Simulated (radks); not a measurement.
# Ar⁹⁺ in [He] 2s2 2p5: an all-electron calculation

An exercise on one series of results from a longer session: the logs are not shown, and one member is left open.

Program: radks (a radial shooting solver on a logarithmic mesh, Libxc functionals) version 1. Level of theory: scalar-relativistic Kohn-Sham, BLYP, spin-polarised, spherical densities, finite nucleus; open shells are filled with parallel spins first. These are calculated values, not measurements, unless marked.

### The system

* element: argon (Z = 18)
* charge: +9
* electrons: 9
* configuration: [He] 2s2 2p5
* nuclear rms radius: 3.4274 fm

Outer shells as boxes (Hund's rule):

Ar⁹⁺
```
[He] core
2s [↑↓]
2p [↑↓][↑↓][↑ ]
```

Set-up of the first run:

Settings of this run:

```text
Z 18
configuration [He] 2s2 2p5 3s0 3p0
relativity scalar-relativistic
functional b88,lyp
spin polarised
nucleus finite rms 3.4274 fm
c 137.035999084
```

Among the steps run: Self-consistent calculation.

One table of the session follows, with a row left open; its other results are not shown here.

It belongs to the step «Orbitals and density». Radial density 4πr²ρ:

| r (bohr) | 4πr²ρ (e/bohr) |
| --- | --- |
| 0.00350 | 0.5492 |
| 0.00490 | 1.017 |
| 0.00691 | 1.870 |
| 0.00967 | 3.296 |
| 0.0135 | 5.585 |
| 0.0191 | 9.049 |
| 0.0267 | ? |
| 0.0374 | 17.87 |
| 0.0523 | 20.61 |
| 0.0737 | 19.75 |
| 0.103 | 15.88 |
| 0.144 | 13.28 |
| 0.204 | 15.51 |
| 0.285 | 18.42 |
| 0.399 | 14.91 |
| 0.558 | 6.698 |
| 0.787 | 1.307 |
| 1.10 | 0.09172 |

Estimate the missing values for r (bohr) = 0.0267.

Worked estimate for «4πr²ρ (e/bohr)». A straight line through the neighbours (0.0191, 9.049) and (0.0374, 17.87) gives 9.049 + (17.87 − 9.049) × (0.0267 − 0.0191) / (0.0374 − 0.0191) = 12.71; a parabola fitted to 4 rows on both sides gives 13.45.

The run gave: 4πr²ρ (e/bohr): 13.41. In «4πr²ρ (e/bohr)» the line misses by -0.70 and the parabola by +0.04.

Caveats from the session: Open shells are spherical and high-spin; term and fine-structure splittings are not resolved.
